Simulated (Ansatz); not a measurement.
# CH3BF2: molecular dynamics

Aim: follow the molecule's vibrations and see whether its bonds hold. The start is relaxed first. Runs: 300 steps of 0.25 fs at constant energy (fourth-order Milne integrator), with velocities drawn for 500 K. SMILES of the start: FBCF.

Method: RKS B3LYP/6-31G*, in Ansatz 0.2.0.

### 1 The structure to begin with

Bond lengths: F1–B2 1.406 Å, B2–C3 1.557 Å, C3–F4 1.364 Å, B2–H5 1.190 Å, C3–H6 1.120 Å, C3–H7 1.159 Å. Angles: F1–B2–C3 117.4°, F1–B2–H5 122.2°, C3–B2–H5 120.4°, B2–C3–F4 113.6°, B2–C3–H6 110.4°, B2–C3–H7 110.9°, F4–C3–H6 110.5°, F4–C3–H7 105.1°, H6–C3–H7 106.0°.

Coordinates:

```xyz
7

F    -1.9509    0.1925   -0.1244
B    -0.6110    0.5367   -0.3769
C     0.4919   -0.3468    0.2779
F     0.4719   -1.6454   -0.1394
H    -0.3127    1.4470   -1.0821
H     0.4223   -0.2932    1.3944
H     1.5497    0.0412    0.0047
```

### 2 Relaxing the start

File input.yaml:

```yaml
crystal:
  periodic: [false, false, false]
  atoms:
    - { symbol: F, position_ang: [-1.9509, 0.1925, -0.1244] }
    - { symbol: B, position_ang: [-0.611, 0.5367, -0.3769] }
    - { symbol: C, position_ang: [0.4919, -0.3468, 0.2779] }
    - { symbol: F, position_ang: [0.4719, -1.6454, -0.1394] }
    - { symbol: H, position_ang: [-0.3127, 1.447, -1.0821] }
    - { symbol: H, position_ang: [0.4223, -0.2932, 1.3944] }
    - { symbol: H, position_ang: [1.5497, 0.0412, 0.0047] }
basis:
  gaussian: { orbitals: "6-31G*" }
hamiltonian:
  xc: b3lyp
relax:
  f_tol: 0.02
  max_steps: 40
scf:
  lower_state_search: "off"
```

The run is started by

```
> ansatz run input.yaml --threads 1 --pin off --max-ram 2048MiB --backend cpu --events-out ev --progress --plain --runs-dir out
```

After this run come: The run.

Q: Predict the outcome of this session. Wanted: relaxation of the start; temperature, first and last step; temperature, second half; potential energy, second half; largest change of the total energy; bonds formed or broken.

The runs gave:

| quantity | value |
| --- | --- |
| relaxation of the start | 10 moves, 0.440 eV lower |
| length | 300 steps of 0.25 fs |
| temperature, first and last step | 500 and 250 K |
| temperature, second half | mean 232 K, from 105 to 385 K |
| potential energy, second half | +25 meV/atom from the start |
| largest change of the total energy | 0.00 meV/atom |
| bonds formed or broken | 0 |

In words: The temperature starts at 500 K and averages 232 K in the second half, where it ranges from 105 to 385 K. About half is expected from a start at a minimum: kinetic energy passes into potential energy until both shares match. The total energy strays from its start by at most 0.00 meV/atom, under 0.1 % of the mean kinetic energy, which is good for a step of 0.25 fs. The bonding pattern survives the run. A run of 75 fs with 7 atoms shows the motion but fixes no equilibrium value. The nuclei move classically, without zero-point motion, which matters most for hydrogen.
